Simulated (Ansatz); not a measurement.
# TiPtC6N6: the cost of one run

Method: DFT PBE, scalar-relativistic, plane waves, PAW, in Ansatz 0.2.0.

## (1) The structure to begin with

It takes space group Fm-3m (No. 225, cubic). Conventional cell: a = 10.234 Å, b = 10.234 Å, c = 10.234 Å, α = 90.00°, β = 90.00°, γ = 90.00°. Ti (site symmetry m-3m) has 6 N at 2.03 Å as nearest neighbours. Around Pt (site symmetry m-3m) lie 6 C at 1.92 Å. C (site symmetry 4mm) has 1 N at 1.17 Å as nearest neighbours. N (site symmetry 4mm) has 1 C at 1.17 Å as nearest neighbours.

Coordinates:

```
CELL_PARAMETERS angstrom
0.00000 5.11700 5.11700
5.11700 0.00000 5.11700
5.11700 5.11700 0.00000
ATOMIC_POSITIONS crystal
Ti 0.50000 0.50000 0.50000
Pt 0.00000 0.00000 0.00000
C 0.81268 0.18732 0.18732
C 0.18732 0.81268 0.18732
C 0.18732 0.18732 0.81268
C 0.18732 0.81268 0.81268
C 0.81268 0.18732 0.81268
C 0.81268 0.81268 0.18732
N 0.69836 0.30164 0.30164
N 0.30164 0.69836 0.30164
N 0.30164 0.30164 0.69836
N 0.30164 0.69836 0.69836
N 0.69836 0.30164 0.69836
N 0.69836 0.69836 0.30164
```

A structure generator made this guess: cyanide-bridged rock-salt net of two metals, 0 guest cations a cell (Fm-3m, No. 225). Its size is a rough estimate.

## (2) Probe: one point on a coarse mesh

input.yaml

```yaml
crystal:
  lattice:
    - [0.0, 5.117, 5.117]
    - [5.117, 0.0, 5.117]
    - [5.117, 5.117, 0.0]
  atoms:
    - { symbol: Ti, position: [0.5, 0.5, 0.5], spin: 1.0 }
    - { symbol: Pt, position: [0.0, 0.0, 0.0] }
    - { symbol: C, position: [0.81268321, 0.18731679, 0.18731679] }
    - { symbol: C, position: [0.18731679, 0.81268321, 0.18731679] }
    - { symbol: C, position: [0.18731679, 0.18731679, 0.81268321] }
    - { symbol: C, position: [0.18731679, 0.81268321, 0.81268321] }
    - { symbol: C, position: [0.81268321, 0.18731679, 0.81268321] }
    - { symbol: C, position: [0.81268321, 0.81268321, 0.18731679] }
    - { symbol: "N", position: [0.69835841, 0.30164159, 0.30164159] }
    - { symbol: "N", position: [0.30164159, 0.69835841, 0.30164159] }
    - { symbol: "N", position: [0.30164159, 0.30164159, 0.69835841] }
    - { symbol: "N", position: [0.30164159, 0.69835841, 0.69835841] }
    - { symbol: "N", position: [0.69835841, 0.30164159, 0.69835841] }
    - { symbol: "N", position: [0.69835841, 0.69835841, 0.30164159] }
basis:
  ecutwfc: 420
kpoints:
  mp_grid: { grid: [4, 4, 4] }
hamiltonian:
  xc: pbe
scf:
  occupations: { method: gaussian, width: 0.1 }
  lower_state_search: "off"
output:
  forces: true
  stress: true
  eigenvalues: true
  populations: true
magnetization:
  spin_polarized: true
```

Command:

```sh
$ ansatz run input.yaml --threads 1 --pin off --max-ram 2560MiB --backend cpu --events-out ev --progress --plain --runs-dir out
```

What time and memory should one allow on 1 thread of Arm Neoverse V1, shared host?

About 33 s, with a peak of 0.7 GiB.
